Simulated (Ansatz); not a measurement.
# SrIn5: the cost of one run

Computed with Ansatz 0.2.0 (DFT r2SCAN, scalar-relativistic, plane waves, PAW, unless a step's input says otherwise).

1 further run of the same task is left out (it didn't finish).

**1. Starting point**

It takes space group P6/mmm (No. 191, hexagonal). Conventional cell: a = 6.409 Å, b = 6.409 Å, c = 5.172 Å, α = 90.00°, β = 90.00°, γ = 120.00°. Around Sr (site symmetry 6/mmm) lie 18 In at 3.70 to 4.12 Å. Around In (site symmetry mmm) lie 8 In at 3.18 to 3.20 Å. Around In (site symmetry -6m2) lie 6 In at 3.18 Å.

Coordinates:

```
CELL_PARAMETERS angstrom
6.40854 0.00000 0.00000
-3.20427 5.54996 0.00000
0.00000 0.00000 5.17179
ATOMIC_POSITIONS crystal
Sr 0.00000 0.00000 0.00000
In 0.00000 0.50000 0.50000
In 0.50000 0.50000 0.50000
In 0.50000 0.00000 0.50000
In 0.66667 0.33333 0.00000
In 0.33333 0.66667 0.00000
```

The structure comes from the Materials Project (structure only).

(A quick probe on a coarse mesh, which set the mesh and smearing, is not shown.)

**3. Full relaxation**

Contents of input.yaml:

```yaml
crystal:
  lattice:
    - [6.408541492, 0.0, 0.0]
    - [-3.204270746, 5.5499597333, 0.0]
    - [0.0, 0.0, 5.171793]
  atoms:
    - { symbol: Sr, position: [0.0, 0.0, 0.0] }
    - { symbol: In, position: [0.0, 0.5, 0.5] }
    - { symbol: In, position: [0.5, 0.5, 0.5] }
    - { symbol: In, position: [0.5, 0.0, 0.5] }
    - { symbol: In, position: [0.66666667, 0.33333333, 0.0] }
    - { symbol: In, position: [0.33333333, 0.66666667, 0.0] }
basis:
  ecutwfc: 500
kpoints:
  mp_grid: { grid: [6, 6, 8] }
hamiltonian:
  xc: r2scan
scf:
  occupations: { method: gaussian, width: 0.1 }
output:
  forces: true
  stress: true
  eigenvalues: true
  write_density: true
  write_potential: true
  elf: true
  volumetric_format: npy
relax:
  adjacent_minimum: "off"
  f_tol: 0.005
  max_steps: 80
  cell: { stress_tol: 0.05 }
```

Run with:

```
> ansatz run input.yaml --threads 1 --pin off --max-ram 2560MiB --backend cpu --events-out ev --progress --plain --runs-dir out
```

Q: Estimate wall time and peak memory on 1 thread of Arm Neoverse V1, shared host.

About 3.2 min, with a peak of 0.97 GiB.
